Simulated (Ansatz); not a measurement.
# Cl₃GeHSe: small, medium and large basis sets

The task here is to estimate one member of a computed series from the others.

Program: Ansatz 0.2.0, Gaussian basis. Level of theory: one geometry, several basis sets. These are calculated values, not measurements.

Levels to be run: PBE0-D4/def2-SVP; ωB97M-V/def2-SVP; PBE0-D4/def2-QZVPP; ωB97M-V/def2-QZVPP; the functionals' def2-TZVPP values are taken from earlier runs.

### Structure used throughout

The geometry comes from an earlier relaxation with PBE0-D4 in a triple-zeta def2 set; it is a stationary point.

SMILES `[Cl][Ge]([Cl])([Cl])[SeH]`, 6 atoms, charge 0, spin multiplicity 1.

Atoms are counted from 1 here; the program's logs count them from 0.

Bond lengths: Cl1–Ge2 2.131 Å, Ge2–Cl3 2.127 Å, Ge2–Cl4 2.131 Å, Ge2–Se5 2.323 Å, Se5–H6 1.470 Å. Angles: Cl1–Ge2–Cl3 108.8°, Cl1–Ge2–Cl4 106.5°, Cl1–Ge2–Se5 112.7°, Cl3–Ge2–Cl4 108.7°, Cl3–Ge2–Se5 107.3°, Cl4–Ge2–Se5 112.8°, Ge2–Se5–H6 90.7°.

The first run:

The input, in.yaml:

```yaml
crystal:
  periodic: [false, false, false]
  atoms:
    - {symbol: Cl, position_ang: [-0.854261, -1.027354, 1.775305]}
    - {symbol: Ge, position_ang: [0.213771, -0.419155, 0.034212]}
    - {symbol: Cl, position_ang: [2.203450, -1.160980, 0.158524]}
    - {symbol: Cl, position_ang: [-0.757099, -1.339968, -1.624563]}
    - {symbol: Se, position_ang: [0.351229, 1.890876, -0.173405]}
    - {symbol: H, position_ang: [-1.115090, 1.992581, -0.216275]}
basis:
  gaussian: {orbitals: def2-SVP}
hamiltonian: {xc: pbe0, dispersion: d4}
output: {orbitals: {seedname: orbitals}}
```

On the command line:

```sh
> ansatz run in.yaml --threads 4 --pin off --events-out ev --progress --plain --max-ram 10444MiB
```

Among the steps run: PBE0-D4 in def2-SVP; ωB97M-V in def2-SVP; PBE0-D4 in def2-QZVPP; ωB97M-V in def2-QZVPP.

One table of the session follows, with a row left open; its other results are not shown here.

It belongs to the step «Functionals by basis». 

```
functional       basis  HOMO (eV)  LUMO (eV)
   PBE0-D4    def2-SVP      -7.81      -1.96
   PBE0-D4  def2-TZVPP      -7.91      -2.16
   PBE0-D4  def2-QZVPP      -7.93      -2.21
   ωB97M-V    def2-SVP      -9.95       0.16
   ωB97M-V  def2-TZVPP     -10.08      -0.17
   ωB97M-V  def2-QZVPP          ?          ?
```

Q: Estimate the row for ωB97M-V, def2-QZVPP from the others.

As computed: HOMO (eV): -10.11; LUMO (eV): -0.26. In the column «HOMO (eV)» it is the lowest.
